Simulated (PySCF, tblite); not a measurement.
**C6H15ClSi2: geometry, infrared bands and NMR shifts**

Aim: predict the infrared bands and NMR shifts of C6H15ClSi2 (`C=C[Si@H](Cl)[SiH2]C(C)(C)C`).

Computed with tblite 0.8.0 and PySCF 2.14.0, with density-fitted response routines of our own, on a single molecule in the gas phase. Atoms count from 0, in the outputs and in this text.

### Step 1. The starting structure

24 atoms, charge 0, multiplicity 1; geometry from: force field or distance geometry start.

Bonds of the start (Å): C0–C1 1.34, C1–Si2 1.82, Si2–Cl3 2.12, Si2–Si4 2.20, Si4–C5 1.84, C5–C6 1.52, C5–C7 1.50, C5–C8 1.50, C0–H9 1.07, C0–H10 1.08, C1–H11 1.07, Si2–H12 1.48, Si4–H13 1.48, Si4–H14 1.48, C6–H15 1.09, C6–H16 1.12, C6–H17 1.10, C7–H18 1.09, C7–H19 1.13, C7–H20 1.10, C8–H21 1.11, C8–H22 1.12, C8–H23 1.13.

### Step 2. Relaxing the molecule with GFN2-xTB

The job: settings as JSON, then the geometry in Å.

```
{"job": {"kind": "relax", "xc": "GFN2-xTB", "basis": "xTB"}, "charge": 0, "multiplicity": 1}
C      3.940000     0.666400    -0.220600
C      2.617500     0.498800    -0.380000
Si     1.852800    -1.156200    -0.425700
Cl     1.771100    -1.895700    -2.413500
Si    -0.110200    -1.305300     0.557900
C     -1.306300     0.057900     0.235400
C     -2.478400    -0.204200     1.175100
C     -1.896900     0.080200    -1.138700
C     -0.800300     1.433800     0.566400
H      4.630900    -0.150100    -0.116200
H      4.316600     1.677800    -0.195900
H      1.998700     1.371300    -0.459000
H      2.775300    -2.068600     0.282700
H     -0.763800    -2.559200     0.117300
H      0.076600    -1.386900     2.022600
H     -3.137000     0.657800     1.289100
H     -2.002900    -0.446300     2.157900
H     -2.985600    -1.124900     0.838300
H     -1.159300     0.058600    -1.936400
H     -2.455700     1.052500    -1.238500
H     -2.669500    -0.701400    -1.207300
H     -0.400700     1.960900    -0.328900
H     -0.115000     1.477600     1.449000
H     -1.709500     2.025200     0.877100
```

Launch:

```bash
$ OMP_NUM_THREADS=1 python probes_run.py task.json out
```

One launch serves the whole session: the jobs run in the order shown.

**Question.** This job is followed by: GFN2-xTB harmonic vibrations, gas phase; GIAO PBE0/pcSseg-1 NMR shielding, non-relativistic, gas phase. What will the session give for the following? strongest single infrared mode (GFN2-xTB); zero-point energy (GFN2-xTB); 13C shifts against TMS (PBE0/pcSseg-1, means over atoms taken as alike); 1H shifts against TMS (PBE0/pcSseg-1, means over atoms taken as alike); 29Si shifts against TMS (PBE0/pcSseg-1); 35Cl shifts against HCl (PBE0/pcSseg-1).

**Answer**, as computed:

| quantity | value |
| --- | --- |
| strongest single infrared mode (GFN2-xTB) | 2167 cm⁻¹, 342 km/mol |
| zero-point energy (GFN2-xTB) | 118.2 kcal/mol |
| 13C shifts against TMS (PBE0/pcSseg-1, means over atoms taken as alike) | 147.7, 143.5, 32.6, 24.3 ppm |
| 1H shifts against TMS (PBE0/pcSseg-1, means over atoms taken as alike) | 6.65, 6.58, 5.98, 5.79, 3.90, 3.80, 1.17 ppm |
| 29Si shifts against TMS (PBE0/pcSseg-1) | -13.9, -55.6 ppm |
| 35Cl shifts against HCl (PBE0/pcSseg-1) | -58 ppm |

In words: The optimisation took 191 steps and gained 0.884 eV; among the close pairs (by a distance rule), Si2–Si4 changed most, from 2.201 to 2.324 Å. The lowest mode is slightly imaginary (15i cm⁻¹), a soft motion within the noise of the Hessian, so the minimum is not strictly shown. The strongest single mode, at 2167 cm⁻¹, moves mainly H14. Unscaled tight-binding wavenumbers are off by several per cent, some by more. Its intensities can rank the bands wrongly. C1 (alkene CH) lies farthest downfield among carbon, at 147.7 ppm; the olefinic region. The most deshielded hydrogen is H11 (hydrogen on an alkene CH), at 6.65 ppm: attached to an sp2 carbon and in the plane of the double bond. At PBE0/pcSseg-1: The widest tensor belongs to C0: span 254 ppm, with a paramagnetic part of -211 ppm.
